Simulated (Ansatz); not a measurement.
# H3W: the cost of one run

Method: def2-QZVPP, core rule «outside noble gas», up to 4 orbitals frozen; program: Ansatz 0.2.0, Gaussian basis.

The runs, in order: UHF; ROHF; CCSD(T) on UHF.

## (1) The system

The geometry is a PBE0/def2-TZVP stationary point (not a proven minimum) of the parent state, kept for this charge and spin. No spin-orbit coupling is included. Elements past krypton take def2 core potentials.

4 atoms, charge 0, spin multiplicity 8.

Atoms are counted from 1 here; the program's logs count them from 0.

Bond lengths: W1–H2 1.697 Å, W1–H3 1.809 Å, W1–H4 1.809 Å. Angles: H2–W1–H3 90.2°, H2–W1–H4 90.2°, H3–W1–H4 179.6°.

Geometry (Å):

```xyz
4
H3W
W     0.00000   -0.00909    0.00000
H     0.00000    1.68832    0.00000
H     0.00000   -0.01521    1.80880
H     0.00000   -0.01521   -1.80880
```

## (2) UHF

The input, in.yaml:

```yaml
crystal:
  periodic: [false, false, false]
  atoms:
    - {symbol: W, position_ang: [0.000000, -0.009090, 0.000000]}
    - {symbol: H, position_ang: [0.000000, 1.688316, 0.000000]}
    - {symbol: H, position_ang: [0.000000, -0.015207, 1.808801]}
    - {symbol: H, position_ang: [0.000000, -0.015207, -1.808801]}
basis:
  gaussian: {orbitals: "def2-QZVPP.json"}
magnetization: {spin_polarized: true, initial_magnetization: 7}
hamiltonian: {xc: hf}
output: {orbitals: {seedname: orbitals}}
```

On the command line:

```
ansatz run in.yaml --threads 1 --pin off --events-out ev --progress --plain --max-ram 4096MiB --backend cpu
```

**Question.** How long does this run take on 1 thread of AMD EPYC 7R13, shared host, and how much memory does it need?

About 11 s, with a peak of 0.32 GiB.
